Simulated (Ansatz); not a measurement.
# Ge4H8: taking an electron away

How much energy removes an electron from Ge4H8 at fixed geometry? The cation is run at each level and the neutral's energy taken from earlier runs.

The runs use Ansatz 0.2.0, Gaussian basis; unrestricted cation, the program's frozen cores in correlated methods.

Levels to be run: UKS PBE-D4/def2-TZVPP; UKS r2SCAN-D4/def2-TZVPP; UKS PBE0-D4/def2-TZVPP; UKS B3LYP-D4/def2-TZVPP; UKS wB97X-V/def2-TZVPP; UKS wB97M-V/def2-TZVPP; UKS B2PLYP/def2-TZVPP; UHF-CCSD(T)/def2-TZVPP; UHF-MP2/def2-QZVPP; extrapolation to the limit; then −ε(HOMO) from the neutral's earlier runs with LDA (SPW92), PBE-D4, revPBE-D4, BLYP-D4, r2SCAN-D4, B97M-V, PBE0-D4, B3LYP-D4, r2SCANh-D4, r2SCAN0-D4, HSE06-D4, BHLYP-D4, CAM-B3LYP-D4, LC-ωPBE, ωB97X-V, ωB97M-V.

### 1 Structure used throughout

An earlier PBE0-D4 in a triple-zeta def2 set relaxation fixed the geometry.

12 atoms, charge 0, spin multiplicity 1.

Atoms are counted from 1 here; the program's logs count them from 0.

Bond lengths: Ge1–Ge2 2.454 Å, Ge1–Ge4 2.454 Å, Ge1–H5 1.539 Å, Ge1–H6 1.539 Å, Ge2–Ge3 2.454 Å, Ge2–H7 1.539 Å, Ge2–H8 1.539 Å, Ge3–Ge4 2.454 Å, Ge3–H9 1.539 Å, Ge3–H10 1.539 Å, Ge4–H11 1.539 Å, Ge4–H12 1.539 Å. Angles: Ge2–Ge1–Ge4 90.0°, Ge2–Ge1–H5 114.4°, Ge2–Ge1–H6 114.4°, Ge4–Ge1–H5 114.4°, Ge4–Ge1–H6 114.4°, H5–Ge1–H6 108.4°, Ge1–Ge2–Ge3 90.0°, Ge1–Ge2–H7 114.4°, Ge1–Ge2–H8 114.5°, Ge3–Ge2–H7 114.4°, Ge3–Ge2–H8 114.4°, H7–Ge2–H8 108.4°, Ge2–Ge3–Ge4 90.0°, Ge2–Ge3–H9 114.4°, Ge2–Ge3–H10 114.4°, Ge4–Ge3–H9 114.4°, Ge4–Ge3–H10 114.4°, H9–Ge3–H10 108.4° and more.

### 2 Cation, UKS PBE-D4/def2-TZVPP

Contents of in.yaml:

```yaml
crystal:
  periodic: [false, false, false]
  atoms:
    - {symbol: Ge, position_ang: [-1.345206, 0.589353, -0.923934]}
    - {symbol: Ge, position_ang: [1.078938, 0.968411, -0.953165]}
    - {symbol: Ge, position_ang: [1.345295, -0.589948, 0.923423]}
    - {symbol: Ge, position_ang: [-1.078974, -0.968148, 0.953384]}
    - {symbol: H, position_ang: [-1.905542, -0.050008, -2.207380]}
    - {symbol: H, position_ang: [-2.180941, 1.840767, -0.599063]}
    - {symbol: H, position_ang: [1.500144, 2.416230, -0.642624]}
    - {symbol: H, position_ang: [1.777390, 0.526604, -2.251990]}
    - {symbol: H, position_ang: [1.906150, 0.048843, 2.206930]}
    - {symbol: H, position_ang: [2.180580, -1.841497, 0.597932]}
    - {symbol: H, position_ang: [-1.501252, -2.415978, 0.644404]}
    - {symbol: H, position_ang: [-1.776581, -0.524629, 2.252093]}
basis:
  gaussian: {orbitals: def2-TZVPP}
total_charge: 1
magnetization: {spin_polarized: true, initial_magnetization: 1}
hamiltonian: {xc: pbe, dispersion: d4}
```

After this run come: Cation, UKS r2SCAN-D4/def2-TZVPP; Cation, UKS PBE0-D4/def2-TZVPP; Cation, UKS B3LYP-D4/def2-TZVPP; Cation, UKS wB97X-V/def2-TZVPP; Cation, UKS wB97M-V/def2-TZVPP; Cation, UKS B2PLYP (frozen core)/def2-TZVPP; Cation, UHF-CCSD(T)/def2-TZVPP; Cation, UHF-MP2/def2-QZVPP.

**Question.** What will the summary of the whole plan be? Wanted: ionisation energy, CCSD(T)/CBS; nearest functional by difference; nearest −ε(HOMO); −ε(HOMO) of PBE; T1 of the cation.

The runs gave:

| quantity | value |
| --- | --- |
| ionisation energy, CCSD(T)/CBS | 9.23 eV |
| nearest functional by difference | ωB97X-V (-0.05 eV) |
| nearest −ε(HOMO) | ωB97M-V (+0.02 eV) |
| −ε(HOMO) of PBE | 6.42 eV |
| T1 of the cation | 0.030 |

**Reading.** By cation minus neutral, the functionals miss by 0.35 eV at most. The PBE orbital energy is 2.8 eV too small: a semilocal HOMO is no ionisation energy. Among orbital estimates ωB97M-V comes nearest. Hartree-Fock falls 0.79 eV short, as the neutral has more correlation energy than the cation. The cation's T1 (from the report) is 0.030, near the customary mark of 0.045 for open shells, so the coupled-cluster value is less safe. Correlated methods include outer-core shells of Ge, which these sets cover unevenly. With outer-core shells in play the reference is unsure by up to some tenths of an eV, so close misses can't be ranked.
